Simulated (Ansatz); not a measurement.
# C6H3F3: up Jacob's ladder to CCSD(T)

The task here is to estimate one member of a computed series from the others.

Computed with Ansatz 0.2.0, Gaussian basis. Level: functionals in def2-TZVPP, the program's frozen cores in correlated methods.

Levels to be run: LDA (SPW92), PBE-D4, revPBE-D4, BLYP-D4, r2SCAN-D4, B97M-V, PBE0-D4, B3LYP-D4, r2SCANh-D4, r2SCAN0-D4, HSE06-D4, BHLYP-D4, CAM-B3LYP-D4, LC-ωPBE, ωB97X-V, ωB97M-V, B2PLYP, PBE-QIDH; CCSD(T)/def2-SVP; MP2/def2-TZVPP; MP2/def2-QZVPP; RPA on PBE.

### Structure used throughout

The geometry comes from an earlier relaxation with PBE0-D4 in a triple-zeta def2 set; it is a stationary point, not always the lowest conformer.

12 atoms, charge 0, spin multiplicity 1.

Atoms are counted from 1 here; the program's logs count them from 0.

Bond lengths: F1–C2 1.336 Å, C2–C3 1.380 Å, C2–C9 1.382 Å, C3–C4 1.387 Å, C3–H10 1.082 Å, C4–C5 1.379 Å, C4–H11 1.083 Å, C5–F6 1.332 Å, C5–C7 1.387 Å, C7–F8 1.329 Å, C7–C9 1.380 Å, C9–H12 1.082 Å. Angles: F1–C2–C3 119.2°, F1–C2–C9 118.4°, C3–C2–C9 122.3°, C2–C3–C4 118.7°, C2–C3–H10 119.9°, C4–C3–H10 121.4°, C3–C4–C5 120.0°, C3–C4–H11 121.2°, C5–C4–H11 118.8°, C4–C5–F6 120.6°, C4–C5–C7 120.2°, F6–C5–C7 119.3°, C5–C7–F8 119.3°, C5–C7–C9 120.8°, F8–C7–C9 119.9°, C2–C9–C7 118.0°, C2–C9–H12 121.4°, C7–C9–H12 120.6°.

Set-up of the first run:

File in.yaml:

```yaml
crystal:
  periodic: [false, false, false]
  atoms:
    - {symbol: F, position_ang: [2.493890, -0.690732, 0.830002]}
    - {symbol: C, position_ang: [1.272406, -0.346846, 0.410803]}
    - {symbol: C, position_ang: [1.134105, 0.312060, -0.793874]}
    - {symbol: C, position_ang: [-0.139166, 0.663615, -1.217917]}
    - {symbol: C, position_ang: [-1.235179, 0.354170, -0.440478]}
    - {symbol: F, position_ang: [-2.462863, 0.686329, -0.836630]}
    - {symbol: C, position_ang: [-1.068625, -0.308645, 0.766349]}
    - {symbol: F, position_ang: [-2.136826, -0.598445, 1.502061]}
    - {symbol: C, position_ang: [0.188813, -0.667544, 1.206991]}
    - {symbol: H, position_ang: [2.009339, 0.543856, -1.386111]}
    - {symbol: H, position_ang: [-0.294223, 1.181417, -2.156142]}
    - {symbol: H, position_ang: [0.315327, -1.184535, 2.148945]}
basis:
  gaussian: {orbitals: def2-TZVPP}
hamiltonian: {xc: lda}
output: {orbitals: {seedname: orbitals}}
```

Launch:

```bash
ansatz run in.yaml --threads 4 --pin off --events-out ev --progress --plain --max-ram 11315MiB
```

Steps of the session up to this table: LDA; PBE-D4 (GGA); revPBE-D4 (GGA); BLYP-D4 (GGA); r2SCAN-D4 (meta-GGA); B97M-V (meta-GGA); PBE0-D4 (hybrid); B3LYP-D4 (hybrid); r2SCANh-D4 (hybrid); r2SCAN0-D4 (hybrid); HSE06-D4 (hybrid); BHLYP-D4 (hybrid); CAM-B3LYP-D4 (range-separated); LC-ωPBE (range-separated); ωB97X-V (range-separated); ωB97M-V (range-separated); B2PLYP (double hybrid); PBE-QIDH (double hybrid).

One of the session's tables, all rows but one given; the rest of the session is left out.

It belongs to the step «Frontier levels by functional». 

```
  functional  HOMO (eV)  gap (eV)
 LDA (SPW92)      -6.38      4.37
      PBE-D4      -6.14      4.41
   revPBE-D4          ?         ?
     BLYP-D4      -6.00      4.40
   r2SCAN-D4      -6.35      4.77
      B97M-V      -6.37      4.86
     PBE0-D4      -7.30      6.41
    B3LYP-D4      -7.10      6.00
  r2SCANh-D4      -6.79      5.51
  r2SCAN0-D4      -7.45      6.63
    HSE06-D4      -6.90      5.64
    BHLYP-D4      -8.30      8.37
CAM-B3LYP-D4      -8.57      8.73
     LC-ωPBE      -9.80     11.00
     ωB97X-V      -9.46     10.67
     ωB97M-V      -9.38     10.53
```

Q: Estimate the row for revPBE-D4 from the others.

**Answer.** HOMO (eV): -6.05; gap (eV): 4.43. In the column «HOMO (eV)» it lies between PBE-D4 (-6.14) and BLYP-D4 (-6.00).
